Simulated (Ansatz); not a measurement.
# BeF (doublet): wave-function methods side by side at distance F1–Be2 = 1.477 Å, cc-pVTZ

An exercise on one series of results from a longer session: the logs are not shown, and one member is left open.

The runs use Ansatz 0.2.0, Gaussian basis; cc-pVTZ, core rule «outside noble gas», up to 2 orbitals frozen.

The runs, in order: UHF; CCSD(T) on ROHF; CCSD(T) on UHF; BCCD(T) on ROHF; CISD; CCSDT(Q) on ROHF; CCSDT(Q) on UHF; CASSCF and NEVPT2, 3 electrons in 3 orbitals.

21 further runs of the same task are left out: 10 for a known fault of the program, 9 that didn't finish, 2 set aside as unsound or not needed.

## What is computed

The geometry derives from a PBE0/def2-TZVP stationary point (not a proven minimum). One bond is set to the value named and the two fragments are kept rigid.

2 atoms, charge 0, spin multiplicity 2.

Atoms are counted from 1 here; the program's logs count them from 0.

Bond lengths: F1–Be2 1.477 Å.

As a file:

| atom | x (Å) | y (Å) | z (Å) |
| --- | --- | --- | --- |
| F1 | 0.0000 | 0.0000 | 0.0000 |
| Be2 | 0.0000 | 0.0000 | 1.4770 |

Set-up of the first run:

Contents of in.yaml:

```yaml
crystal:
  periodic: [false, false, false]
  atoms:
    - {symbol: F, position_ang: [0.000000, 0.000000, 0.000000]}
    - {symbol: Be, position_ang: [0.000000, 0.000000, 1.477000]}
basis:
  gaussian: {orbitals: cc-pVTZ}
magnetization: {spin_polarized: true, initial_magnetization: 1}
hamiltonian: {xc: hf}
output: {orbitals: {seedname: orbitals}}
```

Command:

```console
$ ansatz run in.yaml --threads 1 --pin off --events-out ev --progress --plain --max-ram 2393MiB
```

Steps of the session up to this table: UHF; CCSD(T) on ROHF; CCSD(T) on UHF; BCCD(T) on ROHF; CISD; CCSDT(Q) on ROHF; CCSDT(Q) on UHF; CASSCF and NEVPT2, 3 electrons in 3 orbitals.

One of the session's tables, all rows but one given; the rest of the session is left out.

| method | from UCCSDT(Q) (meV) |
| --- | --- |
| ROHF | +7928.6 |
| UHF | +7924.1 |
| RMP2 | +224.2 |
| UMP2 | +220.7 |
| CISD | +541.7 |
| RCCSD | +247.1 |
| UCCSD | +247.1 |
| RCCSD(T) | +12.3 |
| UCCSD(T) | +12.0 |
| BCCD(T) | +9.1 |
| RCCSDT | +8.9 |
| UCCSDT | +8.7 |
| RCCSDT(Q) | +3.7 |
| UCCSDT(Q) | 0 |
| CASSCF pair | ? |
| NEVPT2 pair | +284.0 |

Estimate the missing values for CASSCF pair.

As computed: from UCCSDT(Q) (meV): +7472.4. In the column «from UCCSDT(Q) (meV)» it lies between CISD (+541.7) and UHF (+7924.1).

To keep in mind: Restricted and unrestricted rows rest on different reference determinants; where their highest levels disagree by more than a few hundredths of an eV, they describe different states and don't form one ladder.
